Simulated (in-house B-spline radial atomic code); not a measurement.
# Yb⁸⁺: ionisation energy by several methods

How far do functionals differ on the ionisation energy of Yb⁸⁺? Each run solves Yb⁸⁺ and then the next ion ([Kr] 4d10 4f12 5s2 5p1).

The numbers are computed with in-house B-spline radial atomic code version 1 (non-relativistic, several functionals, spin-polarised; spherical all-electron atom at the radial basis limit), except any that are marked as measured or tabulated.

## 1. What is computed

* element: ytterbium (Z = 70)
* charge: +8
* electrons: 62
* configuration: [Kr] 4d10 4f12 5s2 5p2
* nucleus: point

The outer shells:

[Kr] 4d10 4f12 5s2 5p2
```
[Kr] core
4d [↑↓][↑↓][↑↓][↑↓][↑↓]
4f [↑↓][↑↓][↑↓][↑↓][↑↓][↑ ][↑ ]
5s [↑↓]
5p [↑ ][↑ ][  ]
```

Where spins are not typed, each open shell is filled with up spins first.

## 2. r2SCAN, a meta-GGA

Settings, as recorded:

```ini
Z = 70
electrons = 62.0
configuration = [Kr] 4d10 4f12 5s2 5p2
hamiltonian = nr
method = r2scan
spin_polarised = True
```

## 3. PBE, a GGA

Changes to the settings of step 2:

```diff
@@ -4,3 +4,3 @@
 hamiltonian = nr
-method = r2scan
+method = pbe,pbe
 spin_polarised = True
```

## 4. PW91, a GGA

Changes to the settings of step 3:

```diff
@@ -4,3 +4,3 @@
 hamiltonian = nr
-method = pbe,pbe
+method = pw91,pw91
 spin_polarised = True
```

## 5. OLYP, a GGA

Changes to the settings of step 4:

```diff
@@ -4,3 +4,3 @@
 hamiltonian = nr
-method = pw91,pw91
+method = optx,lyp
 spin_polarised = True
```

## 6. RPBE, a GGA

Changes to the settings of step 5:

```diff
@@ -4,3 +4,3 @@
 hamiltonian = nr
-method = optx,lyp
+method = rpbe,pbe
 spin_polarised = True
```

## 7. SCAN, a meta-GGA

Changes to the settings of step 6:

```diff
@@ -4,3 +4,3 @@
 hamiltonian = nr
-method = rpbe,pbe
+method = scan,scan
 spin_polarised = True
```

Before running: The tabulated ionisation energy is 163 ± 8 eV (tabulated theoretical; NIST Atomic Spectra Database). What does each method give, and which comes nearest?

**Answer**, as computed:

| method | rung | total energy (hartree) | ΔSCF (eV) | −ε highest (eV) | ΔSCF less tabulated (eV) |
| --- | --- | --- | --- | --- | --- |
| PBE | GGA | -13376.5085 | 146.69 | 135.66 (4f down) | -16.31 |
| PW91 | GGA | -13377.8907 | 146.86 | 135.81 (4f down) | -16.14 |
| OLYP | GGA | -13381.8096 | 146.96 | 136.37 (4f down) | -16.04 |
| RPBE | GGA | -13376.9063 | 146.58 | 135.55 (4f down) | -16.42 |
| r2SCAN | meta-GGA | -13376.9059 | 147.31 | 135.46 (4f down) | -15.69 |
| SCAN | meta-GGA | -13377.5435 | 147.44 | 135.48 (4f down) | -15.56 |

**Reading.** The tabulated ionisation energy is 163 ± 8 eV (tabulated theoretical; NIST Atomic Spectra Database). SCAN comes nearest (-15.56 eV) and RPBE is farthest (-16.42 eV, 10 %). All methods miss on the same side by much the same amount, which points to something that they share. These runs lack relativity altogether, which can outweigh the gaps between the methods, so the nearest may be so by luck. PBE is off by -16.31 eV. These runs leave out relativity, which matters at this nuclear charge. Open shells are averaged (over orientations, and over spins where the run is restricted), while tables refer to the lowest levels. ΔSCF removes a 5p electron, which is never the highest level here, so the two columns refer to different electrons.

Members of this set that are not shown: 12 used exact exchange with fractional occupations of an open shell, which is unsound here.
